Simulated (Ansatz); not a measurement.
This script for the Python package of Ansatz (0.2.0) starts 5 runs on CH4Te, SMILES C[TeH]. What input does the engine get in each?

Script `relaxed_scan.py`:
```python
# -*- coding: utf-8 -*-
"""Relaxed scan of one distance in CH4Te."""

import logging
import sys

import ansatz as az
from ase import Atoms
import numpy as np

logging.basicConfig(stream=sys.stdout, format="%(name)s: %(message)s")
logger = logging.getLogger("ch4te")
logger.setLevel(logging.INFO)

atoms = Atoms(["C", "Te", "H", "H", "H", "H"], positions=[
    (-0.1961, -0.3555, -0.4563),
    (0.2994, -0.1624, 1.5963),
    (-1.0048, 0.4907, -0.731),
    (-0.6314, -1.2911, -0.6605),
    (0.6624, -0.2042, -1.1174),
    (0.9124, 1.4585, 1.3228),
])
ch4te = az.Crystal.molecule_from_ase(atoms)

setup = (
    ch4te.calculation()
    .basis(gaussian="def2-SVP")
    .functional("b3lyp", dispersion="d3bj")
    .scf(lower_state_search="off")
)
symbols = [site.symbol for site in ch4te.cartesian_sites]
pairs = [(0, 1), (0, 2), (0, 3), (0, 4), (1, 5)]
print("held (A)   E (eV)        ", "  ".join(f"{symbols[i]}{i}-{symbols[j]}{j}" for i, j in pairs))
for length in [0.97, 1.05, 1.14, 1.26, 1.42]:
    rep = setup.relax(constraints=[az.DistanceConstraint((0, 3), at=length)], force_tolerance=0.02, max_steps=60).run().report
    xyz = np.array(rep["positions_ang"])
    print(f"{length:6.2f} {rep['free_energy_ev']:14.5f}  ", "  ".join(f"{np.linalg.norm(xyz[i] - xyz[j]):.3f}" for i, j in pairs))
```

Run 1:
```yaml
crystal:
  periodic: [false, false, false]
  atoms:
    - { symbol: C, position_ang: [-0.1961, -0.3555, -0.4563] }
    - { symbol: Te, position_ang: [0.2994, -0.1624, 1.5963] }
    - { symbol: H, position_ang: [-1.0048, 0.4907, -0.731] }
    - { symbol: H, position_ang: [-0.6314, -1.2911, -0.6605] }
    - { symbol: H, position_ang: [0.6624, -0.2042, -1.1174] }
    - { symbol: H, position_ang: [0.9124, 1.4585, 1.3228] }
basis:
  gaussian:
    orbitals: def2-SVP
hamiltonian:
  xc: b3lyp
  dispersion: d3bj
scf:
  lower_state_search: "off"
relax:
  f_tol: 0.02
  max_steps: 60
  constraints:
    - { distance: [0, 3], at: 0.97 }
```

Run 2, against run 1:
```diff
-    - { distance: [0, 3], at: 0.97 }
+    - { distance: [0, 3], at: 1.05 }
```

Run 3, against run 1:
```diff
-    - { distance: [0, 3], at: 0.97 }
+    - { distance: [0, 3], at: 1.14 }
```

Run 4, against run 1:
```diff
-    - { distance: [0, 3], at: 0.97 }
+    - { distance: [0, 3], at: 1.26 }
```

Run 5, against run 1:
```diff
-    - { distance: [0, 3], at: 0.97 }
+    - { distance: [0, 3], at: 1.42 }
```

```console
$ python relaxed_scan.py
held (A)   E (eV)         C0-Te1  C0-H2  C0-H3  C0-H4  Te1-H5
DeckWarning: relax.constraints: the input's atoms, or those drawn, lie off the distances that are held; a relaxation that starts there is brought onto them ahead of its first SCF, by positions alone, an atom by 4.10e-2 Å at the most. With the symmetry detection on, the symmetry is detected on the input's atoms as so brought (as typed, where only the drawn atoms reach the distances), and notices that speak of the structure as typed mean those atoms
  0.97    -8396.57392   2.185  1.096  0.970  1.096  1.671
  1.05    -8396.88831   2.183  1.096  1.050  1.096  1.672
  1.14    -8396.90370   2.179  1.096  1.140  1.096  1.673
  1.26    -8396.60642   2.174  1.096  1.260  1.096  1.674
  1.42    -8395.96590   2.165  1.096  1.420  1.096  1.675
```
(Warnings from the package without file and line, repeats left out.)

These settings explore the input space; basis and method may be short of convergence. The energies are electronic: no zero-point or thermal terms, and the basis set is short of its limit. def2 sets replace the cores of elements past krypton by effective core potentials. b3lyp holds the VWN-RPA fit, as in Gaussian; the form of ORCA and Turbomole is b3lyp5. Timing: 42 s on 1 thread of Arm Neoverse V1, with other jobs on the host, peak memory 0.19 GiB.
